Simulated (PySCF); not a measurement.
# C4H9Cl2In (InCl2(iBu)): the cost of one run

The runs use PySCF 2.14.0, with density-fitted response routines of our own; the level of theory stands in each step. All values are computed, except where a source is named. Atoms are numbered from 0 throughout.

## 1. Starting geometry

16 atoms, charge 0, multiplicity 1; geometry from: GFN2-xTB. The atoms were then displaced at random by about 0.03 Å, so the start is not that level's minimum.

Bonds of the start (Å): In0–Cl1 2.25, In0–Cl2 2.44, In0–C3 2.17, C3–C4 1.57, C3–H7 1.13, C3–H8 1.06, C4–C5 1.50, C4–C6 1.50, C4–H9 1.10, C5–H10 1.06, C5–H11 1.06, C5–H12 1.02, C6–H13 1.07, C6–H14 1.12, C6–H15 1.06.

## 2. Geometry optimisation at PBE0-D3(BJ)/def2-SVP

Job settings and geometry (Å):

```
{"job": {"xc": "PBE0", "basis": "def2-SVP", "d3": "d3bj", "grid": 1, "maxiter": 40, "shake": 0.03, "kind": "geom"}, "charge": 0, "multiplicity": 1}
In     1.053410     1.570190     1.162630
Cl     3.291590     1.793680     1.233810
Cl    -0.059720     3.741910     1.138450
C     -0.042870    -0.306320     1.248660
C     -0.487840    -0.841040    -0.154930
C      0.770650    -1.080610    -0.940280
C     -1.359040     0.148440    -0.862440
H     -0.989890    -0.090620     1.832080
H      0.502980    -0.982850     1.858080
H     -1.029310    -1.777810     0.032230
H      1.285850    -0.161900    -1.087750
H      0.553920    -1.540380    -1.873560
H      1.364700    -1.736630    -0.424450
H     -0.899700     1.100130    -1.019600
H     -2.291660     0.342530    -0.276070
H     -1.697420    -0.212660    -1.800440
```

Started as:

```sh
OMP_NUM_THREADS=1 python probes_run.py task.json out
```

One launch serves the whole session: the jobs run in the order shown.

**Question.** How long does this first job take on 1 thread of Arm Neoverse V1, shared host, and how much memory does it need?

About 9 min, with a peak of 0.76 GiB.
